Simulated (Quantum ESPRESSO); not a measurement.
# GeW: zone-centre phonons under several settings

```
CELL_PARAMETERS angstrom
0.00000 2.57761 2.57761
2.57761 0.00000 2.57761
2.57761 2.57761 0.00000
ATOMIC_POSITIONS crystal
Ge 0.50000 0.50000 0.50000
W 0.00000 0.00000 0.00000
```

The cell was built by a generator and needn't be a form met in nature.

All runs used Quantum ESPRESSO 7.5; potentials PseudoDojo 0.4.1 SR PBEsol standard; k mesh 8 × 8 × 8; no spin polarisation; cutoff 1061 eV; occupations cold, width 0.2 eV.

```tsv
level	geometry	volume (Å³/atom)	pressure (GPa)	lowest optical mode without the field (cm⁻¹)
PBEsol	relaxed at 0 GPa	16.60	0.0	230
PBEsol	relaxed at 2 GPa	16.43	2.0	235
PBEsol	relaxed at 5 GPa	16.19	5.0	243
PBEsol	relaxed at 10 GPa	?	10.0	?
```

What stands in the row left open?

Volume 15.83 Å³/atom; lowest optical mode without the field 254 cm⁻¹.

Caveats: the mesh is thin for the phonons of a metal; the cell is more than 3 GPa from zero pressure, which shifts response properties (some runs).

For the row left open. Caveat: the mesh is thin for the phonons of a metal; the cell is more than 3 GPa from zero pressure, which shifts response properties.
